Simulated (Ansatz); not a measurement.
**FH2NO2W: single points with varied inputs**

Aim: run FH2NO2W under a spread of inputs, and see what each costs and gives.

Method: the settings change from run to run; program: Ansatz 0.2.0, Gaussian basis.

## Step 1: The relaxed structure

The geometry comes from an earlier relaxation with PBE0-D4 in a triple-zeta def2 set; it is a stationary point, not always the lowest conformer. W takes a core potential in def2 sets; no spin-orbit term is included.

SMILES `[NH2][W](=[O])(=[O])[F]`, 7 atoms, charge 0, spin multiplicity 1.

Atoms are counted from 1 here; the program's logs count them from 0.

Bond lengths: N1–W2 1.929 Å, N1–H6 1.010 Å, N1–H7 1.010 Å, W2–O3 1.703 Å, W2–O4 1.703 Å, W2–F5 1.865 Å. Angles: W2–N1–H6 123.3°, W2–N1–H7 123.3°, H6–N1–H7 111.6°, N1–W2–O3 107.7°, N1–W2–O4 107.7°, N1–W2–F5 111.2°, O3–W2–O4 110.3°, O3–W2–F5 109.9°, O4–W2–F5 109.9°.

## Step 2: RPA/def2-TZVPP

This run has coordinates scaled by 1.12.

in.yaml reads:

```yaml
crystal:
  periodic: [false, false, false]
  atoms:
    - {symbol: N, position_ang: [-0.886434, 0.870874, 0.476420]}
    - {symbol: W, position_ang: [0.572183, -0.513284, -0.313283]}
    - {symbol: O, position_ang: [1.356598, -1.433776, 1.161458]}
    - {symbol: O, position_ang: [-0.347081, -1.740606, -1.447351]}
    - {symbol: F, position_ang: [2.051702, 0.485827, -1.396894]}
    - {symbol: H, position_ang: [-0.864799, 1.257027, 1.538876]}
    - {symbol: H, position_ang: [-1.882169, 1.073939, -0.019227]}
basis:
  gaussian: {orbitals: def2-TZVPP}
hamiltonian: {xc: {name: HF}}
correlation: {method: rpa}
```

Run with:

```bash
ansatz run in.yaml --threads 4 --pin off --events-out ev --progress --plain --max-ram 10444MiB
```

What it wrote:

```text
Functional definition: HF
  name "HF"
  cite "Fock, Z. Phys. 61, 126 (1930) doi:10.1007/BF01340294"
  parent pbe
  exchange = exact_x
  correlation = 0
1350 factors; integrals over basis functions are off by at most 1.0e-3 eV
mean field evaluation 1: about -10082.3874 eV, gradient 9.8e1 eV
mean field evaluation 2: about -10082.5558 eV, gradient 9.8e1 eV
mean field evaluation 4: about -10102.2652 eV, gradient 2.0e1 eV
mean field evaluation 8: about -10102.9831 eV, gradient 1.8e0 eV
mean field evaluation 16: about -10102.9978 eV, gradient 5.1e-5 eV
mean field evaluation 32: about -10082.4351 eV, gradient 5.8e1 eV
mean field -10102.99776107 eV, -371.2783196613 hartree, gradient 2.1e-6 eV, S^2 0.000000; 0 other end points of the search recorded, 0 dependent functions left out; unrestricted orbitals would lower it
mean field evaluation 64: about -10101.5145 eV, gradient 1.5e1 eV
unrestricted determinant -10104.09265739 eV, -371.3185563593 hartree, S^2 1.5207
4 core orbitals not correlated: weight in the atoms' cores, before any rotation towards them, 1.000 or more for the frozen orbitals, at most 0.000 for the correlated occupied ones
reference -10102.99776107 eV, -371.2783196613 hartree; 20, 20 occupied and 184, 184 virtual orbitals, 1350 factors
Total energy: -10145.77330467 eV, -372.8502918946 hartree
```

It took 7.5 s on 4 threads of Intel Xeon Platinum 8488C, shared host; peak memory 0.51 GiB.

## Step 3: r2SCAN50/ANO-RCC-VTZP

This run has unrestricted orbitals.

in.yaml reads:

```yaml
crystal:
  periodic: [false, false, false]
  atoms:
    - {symbol: N, position_ang: [-0.791459, 0.777566, 0.425375]}
    - {symbol: W, position_ang: [0.510877, -0.458290, -0.279717]}
    - {symbol: O, position_ang: [1.211248, -1.280158, 1.037016]}
    - {symbol: O, position_ang: [-0.309894, -1.554113, -1.292277]}
    - {symbol: F, position_ang: [1.831877, 0.433774, -1.247227]}
    - {symbol: H, position_ang: [-0.772142, 1.122346, 1.373997]}
    - {symbol: H, position_ang: [-1.680508, 0.958874, -0.017167]}
basis:
  gaussian: {orbitals: ANO-RCC-VTZP}
magnetization: {spin_polarized: true, initial_magnetization: 0}
hamiltonian: {xc: {name: r2SCAN50}}
```

Launched as before.

What it wrote, shortened:

```text
Functional definition: r2SCAN50
  name "r2SCAN50"
  cite "Bursch, Neugebauer, Ehlert & Grimme, J. Chem. Phys. 156, 134105 (2022) doi:10.1063/5.0086040"
  cite "Furness, Kaplan, Ning, Perdew & Sun, J. Phys. Chem. Lett. 11, 8208 (2020) doi:10.1021/acs.jpclett.0c02405"
  cite "Furness, Kaplan, Ning, Perdew & Sun, J. Phys. Chem. Lett. 11, 9248 (2020) doi:10.1021/acs.jpclett.0c03077"
  parent r2scan
[...]
2530 factors; their error is unknown
[...]
mean field -447671.17412547 eV, -16451.6122066906 hartree, gradient 4.7e-5 eV, S^2 0.000000; 0 other end points of the search recorded, 0 dependent functions left out
reference -447671.17414325 eV, -16451.6122073442 hartree; 54, 54 occupied and 198, 198 virtual orbitals, 2530 factors
Total energy: -447671.17414325 eV, -16451.6122073442 hartree
Relativity: scalar
```

Wall time 23 s (4 threads of Intel Xeon Platinum 8488C, shared host); peak memory 2 GiB.

⟨S²⟩ 0.000.

## Step 4: MP2/def2-mTZVPP

This run has multiplicity 3, restricted open-shell orbitals, correlated electrons set to all.

in.yaml: that of step 3 with these lines changed.

```diff
@@ -11,4 +11,5 @@
 basis:
-  gaussian: {orbitals: ANO-RCC-VTZP}
-magnetization: {spin_polarized: true, initial_magnetization: 0}
-hamiltonian: {xc: {name: r2SCAN50}}
+  gaussian: {orbitals: def2-mTZVPP}
+magnetization: {spin_polarized: false, initial_magnetization: 2}
+hamiltonian: {xc: {name: HF}}
+correlation: {method: mp2, electrons: all}
```

The command is unchanged.

What it wrote, shortened:

```text
Functional definition: HF
  name "HF"
  cite "Fock, Z. Phys. 61, 126 (1930) doi:10.1007/BF01340294"
  parent pbe
[...]
1361 factors; integrals over basis functions are off by at most 1.1e-3 eV
[...]
mean field -10102.39323220 eV, -371.2561036351 hartree, gradient 4.4e-6 eV, S^2 2.000000; 26 other end points of the search recorded, 0 dependent functions left out
[...]
reference -10102.39323220 eV, -371.2561036351 hartree; 25, 23 occupied and 117, 119 virtual orbitals, 1361 factors
second order -32.27856261 eV of doubles, -0.12940119 eV of singles
Total energy: -10134.80119600 eV, -372.4470743379 hartree
```

Wall time 34 s (4 threads of Intel Xeon Platinum 8488C, shared host); peak memory 0.52 GiB.

## Step 5: r2SCAN/def2-TZVP

in.yaml: that of step 4 with these lines changed.

```diff
@@ -11,5 +11,4 @@
 basis:
-  gaussian: {orbitals: def2-mTZVPP}
-magnetization: {spin_polarized: false, initial_magnetization: 2}
-hamiltonian: {xc: {name: HF}}
-correlation: {method: mp2, electrons: all}
+  gaussian: {orbitals: def2-TZVP}
+hamiltonian: {xc: {name: r2SCAN}}
+output: {forces: true}
```

Same command.

What it wrote, shortened:

```text
Functional definition: r2SCAN
  name "r2SCAN"
  cite "Furness, Kaplan, Ning, Perdew & Sun, J. Phys. Chem. Lett. 11, 8208 (2020) doi:10.1021/acs.jpclett.0c02405"
  cite "Furness, Kaplan, Ning, Perdew & Sun, J. Phys. Chem. Lett. 11, 9248 (2020) doi:10.1021/acs.jpclett.0c03077"
  parent r2scan
[...]
1025 factors; their error is unknown
[...]
mean field -10166.12200112 eV, -373.5980926963 hartree, gradient 3.0e-5 eV, S^2 0.000000; 0 other end points of the search recorded, 0 dependent functions left out
[...]
reference -10166.12201253 eV, -373.5980931155 hartree; 24, 24 occupied and 152, 152 virtual orbitals, 1025 factors
Total energy: -10166.12201253 eV, -373.5980931155 hartree
Atom 0 at    -0.791459     0.777566     0.425375 Å, force    -0.095345     0.109406     0.049727 eV/Å
Atom 1 at     0.510877    -0.458290    -0.279717 Å, force     0.069434     0.588854    -0.114438 eV/Å
Atom 2 at     1.211248    -1.280158     1.037016 Å, force     0.292568    -0.358027     0.537437 eV/Å
Atom 3 at    -0.309894    -1.554113    -1.292277 Å, force    -0.329672    -0.470192    -0.415977 eV/Å
Atom 4 at     1.831877     0.433774    -1.247227 Å, force     0.146889     0.078908    -0.105373 eV/Å
Atom 5 at    -0.772142     1.122346     1.373997 Å, force    -0.019067     0.029699     0.059273 eV/Å
Atom 6 at    -1.680508     0.958874    -0.017167 Å, force    -0.064808     0.021351    -0.010649 eV/Å
Dipole moment:    -0.469661     0.677547     0.226995 e Å
```

Run time: 2.6 s. Hardware: 4 threads of Intel Xeon Platinum 8488C, shared host.

Largest force 0.709 eV/Å, dipole 4.11 D.

## Step 6: B3LYP5/def2-mTZVP

Set apart from the defaults: finite nuclei, a point charge of 1.00 e beside it.

in.yaml: that of step 5 with these lines changed.

```diff
@@ -11,4 +11,4 @@
 basis:
-  gaussian: {orbitals: def2-TZVP}
-hamiltonian: {xc: {name: r2SCAN}}
+  gaussian: {orbitals: def2-mTZVP, nuclear_model: gaussian, point_charges: [{charge: 1.00, position_ang: [4.898, -0.509, 0.040]}]}
+hamiltonian: {xc: {name: B3LYP5}}
 output: {forces: true}
```

The command is unchanged.

What it wrote, shortened:

```text
Functional definition: B3LYP5
  name "B3LYP5"
  cite "Stephens, Devlin, Chabalowski & Frisch, J. Phys. Chem. 98, 11623 (1994) doi:10.1021/j100096a001"
  cite "Becke, Phys. Rev. A 38, 3098 (1988) doi:10.1103/PhysRevA.38.3098"
  cite "Lee, Yang & Parr, Phys. Rev. B 37, 785 (1988) doi:10.1103/PhysRevB.37.785"
  cite "Vosko, Wilk & Nusair, Can. J. Phys. 58, 1200 (1980) doi:10.1139/p80-159"
[...]
1053 factors; their error is unknown
[...]
mean field -10163.36065906 eV, -373.4966152473 hartree, gradient 5.0e-5 eV, S^2 0.000000; 0 other end points of the search recorded, 0 dependent functions left out
[...]
reference -10163.36089001 eV, -373.4966237345 hartree; 24, 24 occupied and 104, 104 virtual orbitals, 1053 factors
Total energy: -10163.36089001 eV, -373.4966237345 hartree
Atom 0 at    -0.791459     0.777566     0.425375 Å, force     0.164441     0.004857    -0.069414 eV/Å
Atom 1 at     0.510877    -0.458290    -0.279717 Å, force    -1.883292     0.472701    -0.119218 eV/Å
Atom 2 at     1.211248    -1.280158     1.037016 Å, force     1.060594    -0.666618     1.038303 eV/Å
Atom 3 at    -0.309894    -1.554113    -1.292277 Å, force    -0.212272    -0.466300    -0.410173 eV/Å
Atom 4 at     1.831877     0.433774    -1.247227 Å, force     1.359288     0.524033    -0.564711 eV/Å
Atom 5 at    -0.772142     1.122346     1.373997 Å, force    -0.058807     0.093783     0.229795 eV/Å
Atom 6 at    -1.680508     0.958874    -0.017167 Å, force    -0.253861     0.047609    -0.081697 eV/Å
Dipole moment:    -0.840101     0.679643     0.228886 e Å
```

Wall time 1.6 s (4 threads of Intel Xeon Platinum 8488C, shared host); peak memory 0.27 GiB.

Largest force 1.945 eV/Å, dipole 5.31 D.

## Step 7: B3LYP/def2-SVP

Set apart from the defaults: atoms shaken by 0.15 Å, a grid of angular degree 47, finite nuclei, D3(BJ) with three-body dispersion, high accuracy.

in.yaml reads:

```yaml
crystal:
  periodic: [false, false, false]
  atoms:
    - {symbol: N, position_ang: [-0.674694, 0.680313, 0.356718]}
    - {symbol: W, position_ang: [0.302586, -0.143485, -0.299089]}
    - {symbol: O, position_ang: [1.166129, -1.149981, 1.002745]}
    - {symbol: O, position_ang: [-0.252335, -1.520507, -1.401899]}
    - {symbol: F, position_ang: [1.918302, 0.461635, -1.144524]}
    - {symbol: H, position_ang: [-1.149369, 1.141164, 1.195761]}
    - {symbol: H, position_ang: [-2.063883, 0.918273, -0.145995]}
basis:
  gaussian: {orbitals: def2-SVP, final_grid: {core_spheres: 20, valence_spheres: 16, degree: 47}, nuclear_model: gaussian}
hamiltonian: {xc: {name: B3LYP}, dispersion: d3bjatm}
accuracy: high
output: {forces: true}
```

The command is unchanged.

What it wrote, shortened:

```text
Functional definition: B3LYP
  name "B3LYP"
  cite "Stephens, Devlin, Chabalowski & Frisch, J. Phys. Chem. 98, 11623 (1994) doi:10.1021/j100096a001"
  cite "Becke, Phys. Rev. A 38, 3098 (1988) doi:10.1103/PhysRevA.38.3098"
  cite "Lee, Yang & Parr, Phys. Rev. B 37, 785 (1988) doi:10.1103/PhysRevB.37.785"
  cite "Vosko, Wilk & Nusair, Can. J. Phys. 58, 1200 (1980) doi:10.1139/p80-159"
[...]
2197 factors; integrals over basis functions are off by at most 5.5e-9 eV
[...]
mean field -10146.90627402 eV, -372.8919277503 hartree, gradient 1.8e-8 eV, S^2 0.000000; 0 other end points of the search recorded, 0 dependent functions left out
[...]
reference -10146.90631551 eV, -372.8919292750 hartree; 24, 24 occupied and 74, 74 virtual orbitals, 2197 factors
Total energy: -10147.20111467 eV, -372.9027629441 hartree
Atom 0 at    -0.674694     0.680313     0.356718 Å, force   -34.903936    26.655490    20.254835 eV/Å
Atom 1 at     0.302586    -0.143485    -0.299089 Å, force    34.550305   -33.469435   -19.850795 eV/Å
Atom 2 at     1.166129    -1.149981     1.002745 Å, force    -2.661944     3.164407    -2.049517 eV/Å
Atom 3 at    -0.252335    -1.520507    -1.401899 Å, force    -0.546238     3.359149     1.783510 eV/Å
Atom 4 at     1.918302     0.461635    -1.144524 Å, force    -0.687930     1.337402    -0.010188 eV/Å
Atom 5 at    -1.149369     1.141164     1.195761 Å, force     1.329317    -0.423630    -0.513182 eV/Å
Atom 6 at    -2.063883     0.918273    -0.145995 Å, force     2.920425    -0.623384     0.385336 eV/Å
Dipole moment:    -1.247305     1.286174     0.445980 e Å
```

It took 3.2 s on 4 threads of Intel Xeon Platinum 8488C, shared host; peak memory 0.4 GiB.

Largest force 52.038 eV/Å, dipole 8.87 D.

## Step 8: B3LYP/def2-SVP

This run has charge -1, multiplicity 2, restricted open-shell orbitals, density fitting with def2-universal-jkfit, D3(BJ) with three-body dispersion.

in.yaml reads:

```yaml
crystal:
  periodic: [false, false, false]
  atoms:
    - {symbol: N, position_ang: [-0.791459, 0.777566, 0.425375]}
    - {symbol: W, position_ang: [0.510877, -0.458290, -0.279717]}
    - {symbol: O, position_ang: [1.211248, -1.280158, 1.037016]}
    - {symbol: O, position_ang: [-0.309894, -1.554113, -1.292277]}
    - {symbol: F, position_ang: [1.831877, 0.433774, -1.247227]}
    - {symbol: H, position_ang: [-0.772142, 1.122346, 1.373997]}
    - {symbol: H, position_ang: [-1.680508, 0.958874, -0.017167]}
basis:
  gaussian: {orbitals: def2-SVP, fitting: {mean_field: def2-universal-jkfit}}
total_charge: -1
magnetization: {spin_polarized: false, initial_magnetization: 1}
hamiltonian: {xc: {name: B3LYP}, dispersion: d3bjatm}
```

Same command.

What it wrote, shortened:

```text
Functional definition: B3LYP
  name "B3LYP"
  cite "Stephens, Devlin, Chabalowski & Frisch, J. Phys. Chem. 98, 11623 (1994) doi:10.1021/j100096a001"
  cite "Becke, Phys. Rev. A 38, 3098 (1988) doi:10.1103/PhysRevA.38.3098"
  cite "Lee, Yang & Parr, Phys. Rev. B 37, 785 (1988) doi:10.1103/PhysRevB.37.785"
  cite "Vosko, Wilk & Nusair, Can. J. Phys. 58, 1200 (1980) doi:10.1139/p80-159"
[...]
571 factors; integrals over basis functions are off by at most 1.8e-1 eV
[...]
mean field -10157.69711814 eV, -373.2884839572 hartree, gradient 6.8e-6 eV, S^2 0.750000; 9 other end points of the search recorded, 0 dependent functions left out
reference -10157.69739742 eV, -373.2884942207 hartree; 25, 24 occupied and 73, 74 virtual orbitals, 571 factors
Total energy: -10157.96285078 eV, -373.2982494518 hartree
```

It took 8.5 s on 4 threads of Intel Xeon Platinum 8488C, shared host; peak memory 0.28 GiB.

## Step 9: wB97M-V/def2-TZVP

Set apart from the defaults: unrestricted orbitals, atoms shaken by 0.03 Å, finite nuclei, high accuracy.

in.yaml reads:

```yaml
crystal:
  periodic: [false, false, false]
  atoms:
    - {symbol: N, position_ang: [-0.786972, 0.763940, 0.476410]}
    - {symbol: W, position_ang: [0.487756, -0.470825, -0.277714]}
    - {symbol: O, position_ang: [1.212562, -1.230126, 1.078998]}
    - {symbol: O, position_ang: [-0.329775, -1.538545, -1.313529]}
    - {symbol: F, position_ang: [1.831106, 0.445833, -1.284907]}
    - {symbol: H, position_ang: [-0.765817, 1.099221, 1.351925]}
    - {symbol: H, position_ang: [-1.671144, 0.971516, -0.028739]}
basis:
  gaussian: {orbitals: def2-TZVP, nuclear_model: gaussian}
magnetization: {spin_polarized: true, initial_magnetization: 0}
hamiltonian: {xc: {name: wB97M-V}}
accuracy: high
output: {forces: true}
```

Launched as before.

What it wrote, shortened:

```text
Functional definition: wB97M-V
  name "wB97M-V"
  cite "Mardirossian & Head-Gordon, J. Chem. Phys. 144, 214110 (2016) doi:10.1063/1.4952647"
  cite "Becke, J. Chem. Phys. 107, 8554 (1997) doi:10.1063/1.475007"
  cite "Vydrov & Van Voorhis, J. Chem. Phys. 133, 244103 (2010) doi:10.1063/1.3521275"
  # Of w^i u^j: cxij and so on, Table III.
[...]
  gx(w, u) = 1 - cx + cx01*u + cx10*w
  gss(w, u) = css00 + css04*u^4 + css10*w + css20*w^2 + css43*w^4*u^3
  gos(w, u) = cos00 + cos10*w + (cos20 + cos21*u)*w^2 + (cos60 + cos61*u)*w^6
[...]
      + integral(e_c_pw_mod_opposite_spin*gos(b97_w_opposite, b97_u_opposite)) + vv10(b, c)
3057 factors; integrals over basis functions are off by at most 3.5e-8 eV
413 factors; integrals over basis functions are off by at most 2.7e-9 eV
[...]
mean field -10163.33235202 eV, -373.4955749825 hartree, gradient 5.0e-8 eV, S^2 0.000000; 0 other end points of the search recorded, 0 dependent functions left out
[...]
reference -10163.33235762 eV, -373.4955751885 hartree; 24, 24 occupied and 152, 152 virtual orbitals, 3057 factors
Total energy: -10163.33235762 eV, -373.4955751885 hartree
Atom 0 at    -0.786972     0.763940     0.476410 Å, force    -1.119328    -1.316076    -4.716082 eV/Å
Atom 1 at     0.487756    -0.470825    -0.277714 Å, force     1.547589     0.851293     0.301799 eV/Å
Atom 2 at     1.212562    -1.230126     1.078998 Å, force    -0.402697     0.037840    -0.819141 eV/Å
Atom 3 at    -0.329775    -1.538545    -1.313529 Å, force    -0.155755    -0.322066     0.084319 eV/Å
Atom 4 at     1.831106     0.445833    -1.284907 Å, force    -0.876493    -0.549439     0.653482 eV/Å
Atom 5 at    -0.765817     1.099221     1.351925 Å, force     0.026142     1.452273     3.776625 eV/Å
Atom 6 at    -1.671144     0.971516    -0.028739 Å, force     0.980541    -0.153826     0.718997 eV/Å
Dipole moment:    -0.531055     0.641561     0.218493 e Å
```

Run time: 39 s. Hardware: 4 threads of Intel Xeon Platinum 8488C, shared host; peak memory 2 GiB.

Largest force 5.023 eV/Å, dipole 4.14 D, ⟨S²⟩ 0.000.

## Step 10: BHLYP/def2-mTZVP

Options: atoms shaken by 0.08 Å.

in.yaml reads:

```yaml
crystal:
  periodic: [false, false, false]
  atoms:
    - {symbol: N, position_ang: [-0.770192, 0.778755, 0.451538]}
    - {symbol: W, position_ang: [0.417801, -0.552543, -0.324157]}
    - {symbol: O, position_ang: [1.288756, -1.288779, 1.084669]}
    - {symbol: O, position_ang: [-0.275356, -1.532385, -1.394926]}
    - {symbol: F, position_ang: [1.761582, 0.477214, -1.189677]}
    - {symbol: H, position_ang: [-0.700546, 1.207827, 1.270425]}
    - {symbol: H, position_ang: [-1.735688, 1.064849, -0.097539]}
basis:
  gaussian: {orbitals: def2-mTZVP}
hamiltonian: {xc: {name: BHLYP}}
output: {forces: true}
```

Launched as before.

What it wrote, shortened:

```text
Functional definition: BHLYP
  name "BHLYP"
  cite "Becke, J. Chem. Phys. 98, 1372 (1993) doi:10.1063/1.464304"
  cite "Becke, Phys. Rev. A 38, 3098 (1988) doi:10.1103/PhysRevA.38.3098"
  cite "Lee, Yang & Parr, Phys. Rev. B 37, 785 (1988) doi:10.1103/PhysRevB.37.785"
[...]
1203 factors; integrals over basis functions are off by at most 9.2e-4 eV
[...]
mean field -10157.35904184 eV, -373.2760598825 hartree, gradient 3.6e-5 eV, S^2 0.000000; 0 other end points of the search recorded, 0 dependent functions left out
[...]
reference -10157.35919999 eV, -373.2760656942 hartree; 24, 24 occupied and 104, 104 virtual orbitals, 1203 factors
Total energy: -10157.35919999 eV, -373.2760656942 hartree
Atom 0 at    -0.770192     0.778755     0.451538 Å, force    -4.116621    -1.793151    -7.157390 eV/Å
Atom 1 at     0.417801    -0.552543    -0.324157 Å, force     6.583030     4.595818     8.345272 eV/Å
Atom 2 at     1.288756    -1.288779     1.084669 Å, force    -2.562737     1.087447    -3.809943 eV/Å
Atom 3 at    -0.275356    -1.532385    -1.394926 Å, force    -3.055087    -4.293640    -3.971675 eV/Å
Atom 4 at     1.761582     0.477214    -1.189677 Å, force    -0.788656    -0.658206     0.123894 eV/Å
Atom 5 at    -0.700546     1.207827     1.270425 Å, force     0.358738     2.056735     4.214344 eV/Å
Atom 6 at    -1.735688     1.064849    -0.097539 Å, force     3.581333    -0.995004     2.255499 eV/Å
Dipole moment:    -0.782721     0.584156     0.027436 e Å
```

It took 1.6 s on 4 threads of Intel Xeon Platinum 8488C, shared host; peak memory 0.28 GiB.

Largest force 11.580 eV/Å, dipole 4.69 D.

## Step 11: The runs in one table

```csv
level,charge,multiplicity,geometry,functions,energy (eV),time
RPA/def2-TZVPP,0,1,scaled,208,-10145.773,7.5 s
r2SCAN50/ANO-RCC-VTZP,0,1,relaxed,252,-447671.174,23 s
MP2/def2-mTZVPP,0,3,relaxed,142,-10134.801,34 s
r2SCAN/def2-TZVP,0,1,relaxed,176,-10166.122,2.6 s
B3LYP5/def2-mTZVP,0,1,"relaxed, point charge",128,-10163.361,1.6 s
B3LYP/def2-SVP,0,1,shaken,98,-10147.201,3.2 s
B3LYP/def2-SVP,-1,2,relaxed,98,-10157.963,8.5 s
wB97M-V/def2-TZVP,0,1,shaken,176,-10163.332,39 s
BHLYP/def2-mTZVP,0,1,shaken,128,-10157.359,1.6 s
```

## Step 12: Outcome

| quantity | value |
| --- | --- |
| runs | 9 |
| quickest | B3LYP5/def2-mTZVP, 1.6 s |
| slowest | wB97M-V/def2-TZVP, 39 s |
| spread of total energies, same state and geometry | 437505.1 eV |

In words: wB97M-V/def2-TZVP took 25 times as long as B3LYP5/def2-mTZVP. The jobs differ in tasks and options as well as level. The totals spread over 437505 eV; they can't be compared across methods or bases. Some of these runs are scalar-relativistic and others not, which shifts the totals of all-electron atoms past neon by eV; core potentials, where a basis has them, take the core out of the total altogether. At the PBE0-D4/def2-TZVP geometry and in the same state, runs without warnings or point charges leave forces up to 0.71 eV/Å (r2SCAN/def2-TZVP), against 52.0 eV/Å where the atoms were moved.
